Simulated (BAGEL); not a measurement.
**CH5NSi (SMILES C[Si]N): HF/3-21G (density fitting with qzvpp-jkfit)**

Aim: the electronic atomisation energy of CH5NSi at HF/3-21G (density fitting with qzvpp-jkfit), from 5 runs. 

Program for the calculation: BAGEL 1.2.2.

12 further runs of the same task are left out: 12 set aside as unsound or not needed.

## 1. The structure to begin with

The species is CH5NSi (8 atoms), meant as a singlet with charge 0. As SMILES, `C[Si]N`. Geometry: relaxed at PBE0-D4/def2-TZVP. This is one conformer, not always the lowest.

Bond lengths: C1–Si2 1.904 Å, Si2–N3 1.709 Å, C1–H4 1.094 Å, C1–H5 1.094 Å, C1–H6 1.098 Å, N3–H7 1.008 Å, N3–H8 1.010 Å. Angles: C1–Si2–N3 98.7°, Si2–C1–H4 115.0°, Si2–C1–H5 110.7°, Si2–C1–H6 107.9°, Si2–N3–H7 121.7°, Si2–N3–H8 126.1°, H4–C1–H5 108.8°, H4–C1–H6 108.0°, H5–C1–H6 106.1°, H7–N3–H8 112.1°.

## 2. A single-point energy at HF/3-21G (density fitting with qzvpp-jkfit)

Contents of job.json:

```json
{ "bagel": [

{
  "title": "molecule",
  "basis": "3-21g",
  "df_basis": "qzvpp-jkfit",
  "angstrom": true,
  "geometry": [
    { "atom": "C", "xyz": [      -0.660000,       0.824700,      -0.552100 ] },
    { "atom": "Si", "xyz": [       0.963800,       0.653800,       0.427700 ] },
    { "atom": "N", "xyz": [       0.932200,      -1.034400,       0.690700 ] },
    { "atom": "H", "xyz": [      -1.026400,      -0.101800,      -1.004300 ] },
    { "atom": "H", "xyz": [      -0.562500,       1.583400,      -1.334100 ] },
    { "atom": "H", "xyz": [      -1.431400,       1.195000,       0.135900 ] },
    { "atom": "H", "xyz": [       1.651200,      -1.501900,       1.220100 ] },
    { "atom": "H", "xyz": [       0.225200,      -1.675700,       0.360300 ] }
  ]
},

{ "title": "hf" },

{ "title": "print", "file": "orbitals.molden", "orbitals": true }

]}
```

Launch:

```bash
BAGEL_NUM_THREADS=1 BAGEL job.json > job.out
```

Log:

```text
* using 1 threads per process

  ===============================================================
  ===============================================================

  *** Geometry ***

  { "atom" : "C", "xyz" : [     -1.247219,      1.558457,     -1.043318 ] },
  { "atom" : "Si", "xyz" : [      1.821318,      1.235503,      0.808236 ] },
  { "atom" : "N", "xyz" : [      1.761603,     -1.954733,      1.305234 ] },
  { "atom" : "H", "xyz" : [     -1.939615,     -0.192374,     -1.897852 ] },
  { "atom" : "H", "xyz" : [     -1.062971,      2.992192,     -2.521084 ] },
  { "atom" : "H", "xyz" : [     -2.704954,      2.258223,      0.256814 ] },
  { "atom" : "H", "xyz" : [      3.120316,     -2.838180,      2.305655 ] },
  { "atom" : "H", "xyz" : [      0.425566,     -3.166614,      0.680868 ] },

  Number of auxiliary basis functions:      370

  Since a DF basis is specified, we compute 2- and 3-index integrals:
    o Being stored without compression. Storage requirement is 0.005 GB

  Number of basis functions:       41
  Number of electrons      :       32

    * METHOD: MOLECULE                             0.09

  *** RHF ***

  === Nuclear Repulsion ===
   100.3690905671

      * DIIS with orbital gradients will be used.

  === RHF iteration (3-21g) ===
      0       -382.00702625          0.03004803           0.02
      1       -382.09057112          0.01604496           0.02
      2       -382.11993190          0.00187965           0.01
      3       -382.12074725          0.00060423           0.01
      4       -382.12082634          0.00010838           0.01
      5       -382.12083331          0.00002049           0.01
      6       -382.12083350          0.00000547           0.01
      7       -382.12083352          0.00000170           0.01
      8       -382.12083352          0.00000046           0.01
      9       -382.12083352          0.00000025           0.01
     10       -382.12083352          0.00000006           0.01
     11       -382.12083352          0.00000002           0.01
     12       -382.12083352          0.00000001           0.01
    * SCF iteration converged.

    * Permanent dipole moment:
           (    0.322718,     0.794537,     0.045257) a.u.

    * METHOD: HF                                   0.27

    * METHOD: PRINT                                0.00

  ===============================================================
```

It took 0.51 s on 1 thread of Arm Neoverse V1, shared host.

## 3. The C atom

Contents of calc.json:

```json
{ "bagel": [

{
  "title": "molecule",
  "basis": "3-21g",
  "df_basis": "qzvpp-jkfit",
  "angstrom": true,
  "geometry": [
    { "atom": "C", "xyz": [    0.000000,    0.000000,    0.000000 ] }
  ]
},
{ "title": "uhf", "nopen": 2 },
{ "title": "print", "file": "orbitals.molden", "orbitals": true }

]}
```

Run the same way, it converges to -37.48108 Eh (log not shown).

## 4. The H atom at the same level

Contents of hf.json:

```json
{ "bagel" : [

{
  "title" : "molecule",
  "basis" : "3-21g",
  "df_basis" : "qzvpp-jkfit",
  "angstrom" : "true",
  "geometry" : [
    { "atom" : "H", "xyz" : [    0.000000,    0.000000,    0.000000 ] }
  ]
},
{ "title" : "uhf", "nopen" : 1 },
{ "title" : "print", "file" : "orbitals.molden", "orbitals" : "true" }

]}
```

Launch:

```bash
BAGEL_NUM_THREADS=1 BAGEL hf.json > hf.out
```

Log:

```text
* using 1 threads per process

  ===============================================================
  ===============================================================

  *** Geometry ***

  { "atom" : "H", "xyz" : [      0.000000,      0.000000,      0.000000 ] },

  Number of auxiliary basis functions:       18

  Since a DF basis is specified, we compute 2- and 3-index integrals:
    o Being stored without compression. Storage requirement is 0.000 GB

  Number of basis functions:        2
  Number of electrons      :        1

    * METHOD: MOLECULE                             0.01

  *** Open-shell HF ***

  === Nuclear Repulsion ===
     0.0000000000

      * DIIS with orbital gradients will be used.

  === UHF iteration (3-21g) ===
      0         -0.48950371          0.09163385           0.00
      1         -0.49554995          0.02860283           0.00
      2         -0.49613575          0.00890675           0.00
      3         -0.49619861          0.00000000           0.00
    * SCF iteration converged.

    * S^2 (UHF) is 0.7500

    * Permanent dipole moment:
           (    0.000000,     0.000000,     0.000000) a.u.

    * METHOD: UHF                                  0.01

    * METHOD: PRINT                                0.00

  ===============================================================
```

Run time: 0.16 s. Hardware: 1 thread of Arm Neoverse V1, shared host.

## 5. The N atom, same level

Contents of hf.json:

```json
{ "bagel" : [

{
  "title" : "molecule",
  "basis" : "3-21g",
  "df_basis" : "qzvpp-jkfit",
  "angstrom" : "true",
  "geometry" : [
    { "atom" : "N", "xyz" : [    0.000000,    0.000000,    0.000000 ] }
  ]
},
{ "title" : "uhf", "nopen" : 3 },
{ "title" : "print", "file" : "orbitals.molden", "orbitals" : "true" }

]}
```

Run the same way, it converges to -54.10535 Eh (log not shown).

## 6. The Si atom at the same level

Contents of input.json:

```json
{ "bagel" : [

{
  "title" : "molecule",
  "basis" : "3-21g",
  "df_basis" : "qzvpp-jkfit",
  "angstrom" : "true",
  "geometry" : [
    { "atom" : "Si", "xyz" : [    0.000000,    0.000000,    0.000000 ] }
  ]
},
{
  "title" : "uhf",
  "nopen" : 2
},
{
  "title" : "print",
  "file" : "orbitals.molden",
  "orbitals" : "true"
}

]}
```

Launch:

```bash
BAGEL_NUM_THREADS=1 BAGEL input.json > input.out
```

Log:

```text
* using 1 threads per process

  ===============================================================
  ===============================================================

  *** Geometry ***

  { "atom" : "Si", "xyz" : [      0.000000,      0.000000,      0.000000 ] },

  Number of auxiliary basis functions:      128

  Since a DF basis is specified, we compute 2- and 3-index integrals:
    o Being stored without compression. Storage requirement is 0.000 GB

  Number of basis functions:       13
  Number of electrons      :       14

    * METHOD: MOLECULE                             0.02

  *** Open-shell HF ***

  === Nuclear Repulsion ===
     0.0000000000

      * DIIS with orbital gradients will be used.

  === UHF iteration (3-21g) ===
      0       -287.33483025          0.01128522           0.00
      1       -287.34347179          0.00383121           0.00
      2       -287.34424454          0.00124602           0.00
      3       -287.34438490          0.00016976           0.00
      4       -287.34439140          0.00001586           0.00
      5       -287.34439170          0.00000335           0.00
      6       -287.34439171          0.00000039           0.00
      7       -287.34439171          0.00000003           0.00
      8       -287.34439171          0.00000000           0.00
    * SCF iteration converged.

    * S^2 (UHF) is 2.0000

    * Permanent dipole moment:
           (    0.000000,     0.000000,     0.000000) a.u.

    * METHOD: UHF                                  0.03

    * METHOD: PRINT                                0.00

  ===============================================================
```

Run time: 0.18 s. Hardware: 1 thread of Arm Neoverse V1, shared host.

## 7. Outcome

At HF/3-21G (density fitting with qzvpp-jkfit):

```
                     quantity          value
       molecule: total energy  -382.12083 Eh
      molecule: dipole moment         2.18 D
        molecule: HOMO energy       -8.27 eV
        molecule: LUMO energy        2.44 eV
      molecule: HOMO–LUMO gap       10.71 eV
         C atom: total energy   -37.48108 Eh
        C atom: dipole moment         0.00 D
                 C atom: ⟨S²⟩          2.001
         H atom: total energy    -0.49620 Eh
        H atom: dipole moment         0.00 D
                 H atom: ⟨S²⟩          0.750
         N atom: total energy   -54.10535 Eh
        N atom: dipole moment         0.00 D
                 N atom: ⟨S²⟩          3.752
        Si atom: total energy  -287.34439 Eh
       Si atom: dipole moment         0.00 D
                Si atom: ⟨S²⟩          2.000
electronic atomisation energy      19.293 eV
```

Taking the molecule apart into free atoms costs 19.29 eV (445 kcal/mol), before zero-point energy and without spin-orbit coupling. Hartree–Fock lacks the correlation of the bonding pairs, which as a rule makes this value much too low; in minimal bases other errors can mask that. The basis has no polarisation functions, which makes bonds too weak.
